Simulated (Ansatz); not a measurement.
**Ge(vinyl)2(NMe2)2 (C₈H₁₈GeN₂): one molecule under many settings**

Aim: run Ge(vinyl)2(NMe2)2 (C₈H₁₈GeN₂) under a spread of inputs, and see what each costs and gives.

The runs use Ansatz 0.2.0, Gaussian basis; the settings change from run to run.

## Step 1: The relaxed structure

The structure was relaxed beforehand with PBE-D4/def2-SVP.

29 atoms, charge 0, spin multiplicity 1.

Atoms are counted from 1 here; the program's logs count them from 0.

Bond lengths: Ge1–C2 1.962 Å, Ge1–C7 1.952 Å, Ge1–N12 1.850 Å, Ge1–N21 1.870 Å, C2–C3 1.347 Å, C2–H4 1.106 Å, C3–H5 1.105 Å, C3–H6 1.105 Å, C7–C8 1.346 Å, C7–H9 1.105 Å, C8–H10 1.105 Å, C8–H11 1.104 Å, N12–C13 1.446 Å, N12–C14 1.446 Å, C13–H15 1.116 Å, C13–H16 1.108 Å, C13–H17 1.121 Å, C14–H18 1.109 Å and more. Angles: C2–Ge1–C7 111.9°, C2–Ge1–N12 108.2°, C2–Ge1–N21 112.7°, C7–Ge1–N12 108.8°, C7–Ge1–N21 105.9°, N12–Ge1–N21 109.3°, Ge1–C2–C3 123.5°, Ge1–C2–H4 117.7°, C3–C2–H4 118.7°, C2–C3–H5 122.2°, C2–C3–H6 122.1°, H5–C3–H6 115.7°, Ge1–C7–C8 122.2°, Ge1–C7–H9 118.2°, C8–C7–H9 119.6°, C7–C8–H10 120.8°, C7–C8–H11 122.4°, H10–C8–H11 116.8° and more.

## Step 2: B97/6-31G*

Options: charge +1, multiplicity 2, restricted open-shell orbitals, the search for lower states set to light.

in.yaml reads:

```yaml
crystal:
  periodic: [false, false, false]
  atoms:
    - {symbol: Ge, position_ang: [0.398577, -0.010502, 0.307714]}
    - {symbol: C, position_ang: [0.322693, -0.149506, 2.263467]}
    - {symbol: C, position_ang: [0.976766, 0.683996, 3.094668]}
    - {symbol: H, position_ang: [-0.264085, -0.980867, 2.697662]}
    - {symbol: H, position_ang: [1.577796, 1.533737, 2.723478]}
    - {symbol: H, position_ang: [0.941497, 0.566237, 4.192992]}
    - {symbol: C, position_ang: [2.236827, 0.004250, -0.349832]}
    - {symbol: C, position_ang: [2.581736, -0.550924, -1.527046]}
    - {symbol: H, position_ang: [3.007137, 0.504830, 0.264524]}
    - {symbol: H, position_ang: [1.829330, -1.062288, -2.153420]}
    - {symbol: H, position_ang: [3.617082, -0.527862, -1.910812]}
    - {symbol: N, position_ang: [-0.426586, 1.568217, -0.190844]}
    - {symbol: C, position_ang: [-1.515962, 2.141387, 0.567502]}
    - {symbol: C, position_ang: [-0.340728, 2.018748, -1.562636]}
    - {symbol: H, position_ang: [-1.445990, 3.255537, 0.584199]}
    - {symbol: H, position_ang: [-1.486112, 1.792595, 1.619100]}
    - {symbol: H, position_ang: [-2.528382, 1.890902, 0.155477]}
    - {symbol: H, position_ang: [0.557221, 1.596569, -2.057433]}
    - {symbol: H, position_ang: [-1.231147, 1.735390, -2.182111]}
    - {symbol: H, position_ang: [-0.256189, 3.130896, -1.611263]}
    - {symbol: N, position_ang: [-0.441577, -1.443902, -0.549796]}
    - {symbol: C, position_ang: [0.037249, -2.785330, -0.288359]}
    - {symbol: C, position_ang: [-1.866435, -1.367074, -0.792479]}
    - {symbol: H, position_ang: [-0.430779, -3.265765, 0.611701]}
    - {symbol: H, position_ang: [1.136011, -2.785867, -0.135068]}
    - {symbol: H, position_ang: [-0.174680, -3.459251, -1.152659]}
    - {symbol: H, position_ang: [-2.170310, -0.317226, -0.976952]}
    - {symbol: H, position_ang: [-2.147936, -1.960206, -1.695159]}
    - {symbol: H, position_ang: [-2.493044, -1.756730, 0.053405]}
basis:
  gaussian: {orbitals: "6-31G*"}
total_charge: 1
magnetization: {spin_polarized: false, initial_magnetization: 1}
hamiltonian: {xc: {name: B97}}
scf: {lower_state_search: light}
output: {forces: true}
```

On the command line:

```
$ ansatz run in.yaml --threads 2 --pin off --events-out ev --progress --plain --max-ram 32768MiB --backend cuda --devices 0, --max-vram 18GiB
```

What it wrote (excerpt; [...] marks lines left out):

```text
Functional definition: B97
  name "B97"
  cite "Becke, J. Chem. Phys. 107, 8554 (1997) doi:10.1063/1.475007"
[...]
      + integral(e_c_pw_opposite_spin*poly(b97_u_opposite, cos0, cos1, cos2))
2312 factors; integrals over basis functions are off by at most 8.3e-4 eV
[...]
mean field -68064.98069451 eV, -2501.3419044222 hartree, gradient 1.8e-5 eV, S^2 0.750000; 7 other end points of the search recorded, 0 dependent functions left out
[...]
reference -68064.98072179 eV, -2501.3419054249 hartree; 56, 55 occupied and 165, 166 virtual orbitals, 2312 factors
Total energy: -68064.98072179 eV, -2501.3419054249 hartree
Atom 0 at     0.398577    -0.010502     0.307714 Å, force     1.982939     0.390274     1.130924 eV/Å
Atom 1 at     0.322693    -0.149506     2.263467 Å, force    -0.353571    -0.369067     0.351742 eV/Å
Atom 2 at     0.976766     0.683996     3.094668 Å, force     0.139004     0.224450    -0.113456 eV/Å
Atom 3 at    -0.264085    -0.980867     2.697662 Å, force     0.242446     0.339309    -0.212921 eV/Å
Atom 4 at     1.577796     1.533737     2.723478 Å, force    -0.236971    -0.371912     0.219532 eV/Å
Atom 5 at     0.941497     0.566237     4.192992 Å, force    -0.004458     0.008741    -0.516268 eV/Å
Atom 6 at     2.236827     0.004250    -0.349832 Å, force     0.162492     0.110146    -0.165568 eV/Å
Atom 7 at     2.581736    -0.550924    -1.527046 Å, force    -0.029016    -0.075996    -0.092479 eV/Å
[...]
Atom 13 at    -0.340728     2.018748    -1.562636 Å, force     0.519532     0.406024    -0.884091 eV/Å
Atom 14 at    -1.445990     3.255537     0.584199 Å, force     0.032009    -0.504327    -0.119651 eV/Å
Atom 15 at    -1.486112     1.792595     1.619100 Å, force     0.023973     0.117235    -0.456601 eV/Å
Atom 16 at    -2.528382     1.890902     0.155477 Å, force     0.551753     0.059832    -0.004205 eV/Å
Atom 17 at     0.557221     1.596569    -2.057433 Å, force    -0.346499     0.165398     0.249339 eV/Å
Atom 18 at    -1.231147     1.735390    -2.182111 Å, force     0.275718     0.083853     0.469329 eV/Å
Atom 19 at    -0.256189     3.130896    -1.611263 Å, force    -0.106138    -0.491715     0.104564 eV/Å
Atom 20 at    -0.441577    -1.443902    -0.549796 Å, force    -0.904646    -0.773670    -0.336372 eV/Å
Atom 21 at     0.037249    -2.785330    -0.288359 Å, force     0.672749    -0.856183     0.397772 eV/Å
Atom 22 at    -1.866435    -1.367074    -0.792479 Å, force    -0.974544     0.236698    -0.404265 eV/Å
Atom 23 at    -0.430779    -3.265765     0.611701 Å, force     0.086600     0.353901    -0.459123 eV/Å
Atom 24 at     1.136011    -2.785867    -0.135068 Å, force    -0.466905     0.073777    -0.071563 eV/Å
Atom 25 at    -0.174680    -3.459251    -1.152659 Å, force    -0.065023     0.447744     0.292829 eV/Å
Atom 26 at    -2.170310    -0.317226    -0.976952 Å, force     0.132867    -0.440405     0.071672 eV/Å
Atom 27 at    -2.147936    -1.960206    -1.695159 Å, force     0.251611     0.147228     0.429189 eV/Å
Atom 28 at    -2.493044    -1.756730     0.053405 Å, force     0.455980     0.138238    -0.331905 eV/Å
Dipole moment:    -0.445933    -0.078136    -0.157267 e Å
```

Wall time 10 s (1 × H100 (card shared with other runs) with 2 threads of AMD EPYC 7R13, shared host); peak host memory 1.2 GiB.

Largest force 2.316 eV/Å.

## Step 3: PBEsol/aug-cc-pVDZ

Set apart from the defaults: density fitting with def2-universal-jkfit.

Edit in.yaml of step 2 so:

```diff
@@ -33,7 +33,4 @@
 basis:
-  gaussian: {orbitals: "6-31G*"}
-total_charge: 1
-magnetization: {spin_polarized: false, initial_magnetization: 1}
-hamiltonian: {xc: {name: B97}}
-scf: {lower_state_search: light}
-output: {forces: true}
+  gaussian: {orbitals: aug-cc-pVDZ, fitting: {mean_field: def2-universal-jkfit}}
+hamiltonian: {xc: {name: PBEsol}}
+scf: {omitted_lower_state_checks: [starts]}
```

The command is unchanged.

What it wrote:

```text
Functional definition: PBEsol
  name "PBEsol"
  cite "Perdew et al., Phys. Rev. Lett. 100, 136406 (2008) doi:10.1103/PhysRevLett.100.136406"
  cite "Perdew, Burke & Ernzerhof, Phys. Rev. Lett. 77, 3865 (1996) doi:10.1103/PhysRevLett.77.3865"
  parent pbesol
  exchange = pbesol_x
  correlation = pbesol_c
these checks for a lower state are left out or cut short: starts
1344 factors; integrals over basis functions are off by at most 2.5e-1 eV
mean field evaluation 1: about -67930.3314 eV, gradient 1.3e2 eV
mean field evaluation 2: about -67729.8142 eV, gradient 2.7e2 eV
mean field evaluation 4: about -67972.2400 eV, gradient 1.6e1 eV
mean field evaluation 8: about -67972.9553 eV, gradient 4.3e-1 eV
mean field evaluation 16: about -67972.9459 eV, gradient 1.4e-3 eV
mean field -67972.94586161 eV, -2497.9596866965 hartree, gradient 5.1e-5 eV, S^2 0.000000; 0 other end points of the search recorded, 0 dependent functions left out
reference -67972.94603529 eV, -2497.9596930793 hartree; 56, 56 occupied and 372, 372 virtual orbitals, 1344 factors
Total energy: -67972.94603529 eV, -2497.9596930793 hartree
Checks for a lower state left out: starts
```

Run time: 4.2 s. Hardware: 1 × H100 (card shared with other runs) with 2 threads of AMD EPYC 7R13, shared host; peak host memory 0.85 GiB.

## Step 4: SVWN5/aug-cc-pVDZ

This run has charge +1, multiplicity 2, density fitting with def2-universal-jkfit, the search for lower states set to full.

Edit in.yaml of step 3 so:

```diff
@@ -34,3 +34,6 @@
   gaussian: {orbitals: aug-cc-pVDZ, fitting: {mean_field: def2-universal-jkfit}}
-hamiltonian: {xc: {name: PBEsol}}
-scf: {omitted_lower_state_checks: [starts]}
+total_charge: 1
+magnetization: {spin_polarized: true, initial_magnetization: 1}
+hamiltonian: {xc: {name: SVWN5}}
+scf: {lower_state_search: full}
+output: {forces: true}
```

Same command.

What it wrote (excerpt; [...] marks lines left out):

```text
Functional definition: SVWN5
  name "SVWN5"
  cite "Dirac, Proc. Camb. Phil. Soc. 26, 376 (1930) doi:10.1017/S0305004100016108"
  cite "Slater, Phys. Rev. 81, 385 (1951) doi:10.1103/PhysRev.81.385"
  cite "Vosko, Wilk & Nusair, Can. J. Phys. 58, 1200 (1980) doi:10.1139/p80-159"
[...]
1344 factors; integrals over basis functions are off by at most 2.5e-1 eV
[...]
mean field -67888.79964895 eV, -2494.8673704179 hartree, gradient 1.5e-5 eV, S^2 0.752379; 10 other end points of the search recorded, 0 dependent functions left out
[...]
reference -67888.79980007 eV, -2494.8673759712 hartree; 56, 55 occupied and 372, 373 virtual orbitals, 1344 factors
Total energy: -67888.79980007 eV, -2494.8673759712 hartree
Atom 0 at     0.398577    -0.010502     0.307714 Å, force     1.725401     0.257696     0.909148 eV/Å
[...]
Atom 19 at    -0.256189     3.130896    -1.611263 Å, force    -0.097384    -0.101315     0.080225 eV/Å
Atom 20 at    -0.441577    -1.443902    -0.549796 Å, force    -1.014599    -0.994049    -0.180524 eV/Å
Atom 21 at     0.037249    -2.785330    -0.288359 Å, force     0.261297     0.338400     0.184646 eV/Å
Atom 22 at    -1.866435    -1.367074    -0.792479 Å, force     0.213967     0.183309    -0.128070 eV/Å
Atom 23 at    -0.430779    -3.265765     0.611701 Å, force    -0.077400     0.161485    -0.155868 eV/Å
Atom 24 at     1.136011    -2.785867    -0.135068 Å, force    -0.024617     0.095978    -0.003794 eV/Å
Atom 25 at    -0.174680    -3.459251    -1.152659 Å, force    -0.144943     0.187614     0.011415 eV/Å
Atom 26 at    -2.170310    -0.317226    -0.976952 Å, force     0.039367     0.040378     0.026239 eV/Å
Atom 27 at    -2.147936    -1.960206    -1.695159 Å, force     0.145727    -0.059077     0.129217 eV/Å
Atom 28 at    -2.493044    -1.756730     0.053405 Å, force     0.221690    -0.007645    -0.058339 eV/Å
Dipole moment:    -0.444957    -0.058262    -0.164815 e Å
```

It took 20 s on 1 × H100 (card shared with other runs) with 2 threads of AMD EPYC 7R13, shared host; peak host memory 0.99 GiB.

Largest force 1.967 eV/Å, ⟨S²⟩ 0.752.

## Step 5: BHLYP/def2-TZVP

This run has multiplicity 3, atoms shaken by 0.03 Å, density fitting with def2-universal-jkfit, relativity set to none.

in.yaml reads:

```yaml
crystal:
  periodic: [false, false, false]
  atoms:
    - {symbol: Ge, position_ang: [0.399594, -0.012166, 0.333163]}
    - {symbol: C, position_ang: [0.331750, -0.146573, 2.300034]}
    - {symbol: C, position_ang: [1.018835, 0.653877, 3.109475]}
    - {symbol: H, position_ang: [-0.313476, -0.968407, 2.694691]}
    - {symbol: H, position_ang: [1.527865, 1.496625, 2.687629]}
    - {symbol: H, position_ang: [0.971655, 0.542754, 4.156377]}
    - {symbol: C, position_ang: [2.260676, -0.005323, -0.321618]}
    - {symbol: C, position_ang: [2.545553, -0.599361, -1.532270]}
    - {symbol: H, position_ang: [3.028416, 0.509925, 0.243329]}
    - {symbol: H, position_ang: [1.865937, -1.075550, -2.142702]}
    - {symbol: H, position_ang: [3.620641, -0.429837, -1.862667]}
    - {symbol: N, position_ang: [-0.440628, 1.575319, -0.155018]}
    - {symbol: C, position_ang: [-1.533671, 2.135031, 0.567284]}
    - {symbol: C, position_ang: [-0.378431, 2.032895, -1.520721]}
    - {symbol: H, position_ang: [-1.448797, 3.250039, 0.544619]}
    - {symbol: H, position_ang: [-1.486883, 1.775151, 1.599657]}
    - {symbol: H, position_ang: [-2.492541, 1.905191, 0.155953]}
    - {symbol: H, position_ang: [0.562497, 1.621829, -2.104072]}
    - {symbol: H, position_ang: [-1.242756, 1.724791, -2.166523]}
    - {symbol: H, position_ang: [-0.261875, 3.075005, -1.601743]}
    - {symbol: N, position_ang: [-0.363235, -1.438160, -0.518258]}
    - {symbol: C, position_ang: [-0.037512, -2.751250, -0.311005]}
    - {symbol: C, position_ang: [-1.912146, -1.362155, -0.830835]}
    - {symbol: H, position_ang: [-0.409705, -3.203448, 0.607316]}
    - {symbol: H, position_ang: [1.107689, -2.766357, -0.152236]}
    - {symbol: H, position_ang: [-0.190215, -3.532004, -1.127878]}
    - {symbol: H, position_ang: [-2.186168, -0.331469, -0.984671]}
    - {symbol: H, position_ang: [-2.129069, -1.951371, -1.715537]}
    - {symbol: H, position_ang: [-2.475427, -1.743435, 0.070821]}
basis:
  gaussian: {orbitals: def2-TZVP, fitting: {mean_field: def2-universal-jkfit}}
magnetization: {spin_polarized: true, initial_magnetization: 2}
hamiltonian: {xc: {name: BHLYP}, pseudopotentials: {relativity: none}}
scf: {omitted_lower_state_checks: [starts]}
output: {forces: true}
```

The command is unchanged.

What it wrote (excerpt; [...] marks lines left out):

```text
Functional definition: BHLYP
  name "BHLYP"
  cite "Becke, J. Chem. Phys. 98, 1372 (1993) doi:10.1063/1.464304"
  cite "Becke, Phys. Rev. A 38, 3098 (1988) doi:10.1103/PhysRevA.38.3098"
  cite "Lee, Yang & Parr, Phys. Rev. B 37, 785 (1988) doi:10.1103/PhysRevB.37.785"
[...]
1344 factors; integrals over basis functions are off by at most 4.4e-1 eV
[...]
mean field -68078.20877532 eV, -2501.8280274258 hartree, gradient 1.8e-5 eV, S^2 2.009274; 0 other end points of the search recorded, 0 dependent functions left out
[...]
reference -68078.20906964 eV, -2501.8280382419 hartree; 57, 55 occupied and 409, 411 virtual orbitals, 1344 factors
Total energy: -68078.20906964 eV, -2501.8280382419 hartree
Atom 0 at     0.399594    -0.012166     0.333163 Å, force     0.806185     0.919717     0.275814 eV/Å
[...]
Atom 20 at    -0.363235    -1.438160    -0.518258 Å, force    -4.813310     1.552209    -1.903859 eV/Å
Atom 21 at    -0.037512    -2.751250    -0.311005 Å, force     4.092620    -2.910347     0.594656 eV/Å
Atom 22 at    -1.912146    -1.362155    -0.830835 Å, force     2.123540    -0.013922     1.863417 eV/Å
Atom 23 at    -0.409705    -3.203448     0.607316 Å, force    -0.435872    -0.056578     0.100444 eV/Å
Atom 24 at     1.107689    -2.766357    -0.152236 Å, force    -1.568969    -0.356781    -0.240871 eV/Å
Atom 25 at    -0.190215    -3.532004    -1.127878 Å, force    -0.224318     1.504505     0.637918 eV/Å
Atom 26 at    -2.186168    -0.331469    -0.984671 Å, force    -0.044194     0.049518    -0.134246 eV/Å
Atom 27 at    -2.129069    -1.951371    -1.715537 Å, force     0.073611    -0.002775     0.182452 eV/Å
Atom 28 at    -2.475427    -1.743435     0.070821 Å, force     0.510088     0.255764    -1.188710 eV/Å
Dipole moment:    -0.104449     0.030803     0.090944 e Å
Checks for a lower state left out: starts
```

Wall time 7 s (1 × H100 (card shared with other runs) with 2 threads of AMD EPYC 7R13, shared host); peak host memory 1.1 GiB.

Largest force 7.095 eV/Å, dipole 0.68 D, ⟨S²⟩ 2.009.

## Step 6: The runs in one table

```tsv
level	charge	multiplicity	geometry	functions	energy (eV)	time
B97/6-31G*	1	2	relaxed	221	-68064.981	10 s
PBEsol/aug-cc-pVDZ	0	1	relaxed	428	-67972.946	4.2 s
SVWN5/aug-cc-pVDZ	1	2	relaxed	428	-67888.800	20 s
BHLYP/def2-TZVP	0	3	shaken	466	-68078.209	7 s
```

## Step 7: What came out

| quantity | value |
| --- | --- |
| runs | 4 |
| quickest | PBEsol/aug-cc-pVDZ, 4.2 s |
| slowest | SVWN5/aug-cc-pVDZ, 20 s |

What this shows: The runs differ in state or geometry as well as level, so their energies can't be set against each other. Run time spans a factor of 5, from PBEsol/aug-cc-pVDZ to SVWN5/aug-cc-pVDZ. The jobs differ in tasks and options as well as level.
